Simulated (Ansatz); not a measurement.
# Ge4H10O: small, medium and large basis sets

An exercise on one series of results from a longer session: the logs are not shown, and one member is left open.

Method: one geometry, several basis sets; program: Ansatz 0.2.0, Gaussian basis.

Plan: PBE0-D4/def2-SVP; ωB97M-V/def2-SVP; PBE0-D4/def2-QZVPP; ωB97M-V/def2-QZVPP; the functionals' def2-TZVPP values are taken from earlier runs.

**Structure used throughout**

An earlier PBE0-D4 in a triple-zeta def2 set relaxation fixed the geometry.

15 atoms, charge 0, spin multiplicity 1.

Atoms are counted from 1 here; the program's logs count them from 0.

Bond lengths: O1–Ge2 1.802 Å, O1–H6 0.960 Å, Ge2–Ge3 2.438 Å, Ge2–Ge4 2.426 Å, Ge2–Ge5 2.438 Å, Ge3–H7 1.538 Å, Ge3–H8 1.539 Å, Ge3–H9 1.540 Å, Ge4–H10 1.536 Å, Ge4–H11 1.538 Å, Ge4–H12 1.536 Å, Ge5–H13 1.537 Å, Ge5–H14 1.540 Å, Ge5–H15 1.539 Å. Angles: Ge2–O1–H6 112.3°, O1–Ge2–Ge3 109.1°, O1–Ge2–Ge4 103.6°, O1–Ge2–Ge5 109.1°, Ge3–Ge2–Ge4 112.1°, Ge3–Ge2–Ge5 110.6°, Ge4–Ge2–Ge5 112.0°, Ge2–Ge3–H7 110.9°, Ge2–Ge3–H8 109.9°, Ge2–Ge3–H9 110.0°, H7–Ge3–H8 108.9°, H7–Ge3–H9 108.6°, H8–Ge3–H9 108.5°, Ge2–Ge4–H10 110.4°, Ge2–Ge4–H11 108.7°, Ge2–Ge4–H12 110.4°, H10–Ge4–H11 108.9°, H10–Ge4–H12 109.5° and more.

Set-up of the first run:

in.yaml

```yaml
crystal:
  periodic: [false, false, false]
  atoms:
    - {symbol: O, position_ang: [0.599995, 2.044148, 0.604835]}
    - {symbol: Ge, position_ang: [0.137699, 0.377367, 0.097914]}
    - {symbol: Ge, position_ang: [-0.161053, -1.008189, 2.082020]}
    - {symbol: Ge, position_ang: [2.019833, -0.351302, -1.248046]}
    - {symbol: Ge, position_ang: [-1.926461, 0.478931, -1.196361]}
    - {symbol: H, position_ang: [-0.071971, 2.457865, 1.151921]}
    - {symbol: H, position_ang: [1.160218, -1.150146, 2.855415]}
    - {symbol: H, position_ang: [-0.653932, -2.407699, 1.674728]}
    - {symbol: H, position_ang: [-1.210641, -0.373686, 3.013357]}
    - {symbol: H, position_ang: [2.200059, 0.574689, -2.460292]}
    - {symbol: H, position_ang: [1.743817, -1.779784, -1.748155]}
    - {symbol: H, position_ang: [3.307239, -0.357129, -0.410156]}
    - {symbol: H, position_ang: [-1.716783, 1.265250, -2.500758]}
    - {symbol: H, position_ang: [-3.028276, 1.173321, -0.374737]}
    - {symbol: H, position_ang: [-2.399743, -0.943657, -1.541683]}
basis:
  gaussian: {orbitals: def2-SVP}
hamiltonian: {xc: pbe0, dispersion: d4}
output: {orbitals: {seedname: orbitals}}
```

Steps of the session up to this table: PBE0-D4 in def2-SVP; ωB97M-V in def2-SVP; PBE0-D4 in def2-QZVPP; ωB97M-V in def2-QZVPP.

One table of the session follows, with a row left open; its other results are not shown here.

It belongs to the step «Density functionals: the series». 

| functional | basis | HOMO (eV) |
| --- | --- | --- |
| PBE0-D4 | def2-SVP | -7.24 |
| PBE0-D4 | def2-TZVPP | -7.33 |
| PBE0-D4 | def2-QZVPP | -7.35 |
| ωB97M-V | def2-SVP | -9.20 |
| ωB97M-V | def2-TZVPP | -9.31 |
| ωB97M-V | def2-QZVPP | ? |

**Question.** Estimate the row for ωB97M-V, def2-QZVPP.

The run gave: HOMO (eV): -9.32. In the column «HOMO (eV)» it is the lowest.
